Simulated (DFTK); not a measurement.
The system is HPbNO4.

```
CELL_PARAMETERS angstrom
3.85404 0.14384 0.09012
-0.25320 5.52698 0.16471
-0.48197 -1.92720 5.72025
ATOMIC_POSITIONS crystal
H 0.10913 0.65718 0.54463
Pb 0.61029 0.52127 0.15100
N 0.91580 0.96263 0.95867
O 0.01384 0.13639 0.88084
O 0.72398 0.01057 0.12858
O 0.00389 0.73732 0.87043
O 0.11927 0.59324 0.37651
```

The cell was built by a generator and needn't be a form met in nature.

Base run:

| Quantity | Value |
| --- | --- |
| Program | DFTK 0.8.2 |
| Functional | TASK |
| Potentials or basis | in-house norm-conserving set (r2SCAN, scalar relativistic) |
| Cutoff | 1279 eV |
| k mesh | 4 × 3 × 3 |
| Occupations | fermi-dirac, width 0.05 eV |
| Spin | no spin polarisation |

Its results: band gap on the k mesh 3.99 eV, indirect (least direct gap 4.04 eV); pressure 1.3 GPa; largest force 1.416 eV/Å.

**Question.** The run is repeated on the same cell with these changes: functional from TASK to r2SCAN. What comes out?

**Answer.** Band gap on the k mesh 3.55 eV, indirect (least direct gap 3.64 eV); pressure -2.6 GPa; largest force 0.699 eV/Å.

Caveats: the program warned that the kinetic-energy density falls under its von Weizsäcker bound, which can give unphysical results; spin-orbit coupling is left out, which as a rule narrows the gap of such compounds by several tenths of an eV; the mesh misses the band edges, which the band path finds closer together; the potentials were made for another functional, which shifts forces and pressure (some runs).

Not every run made on this cell is shown here.
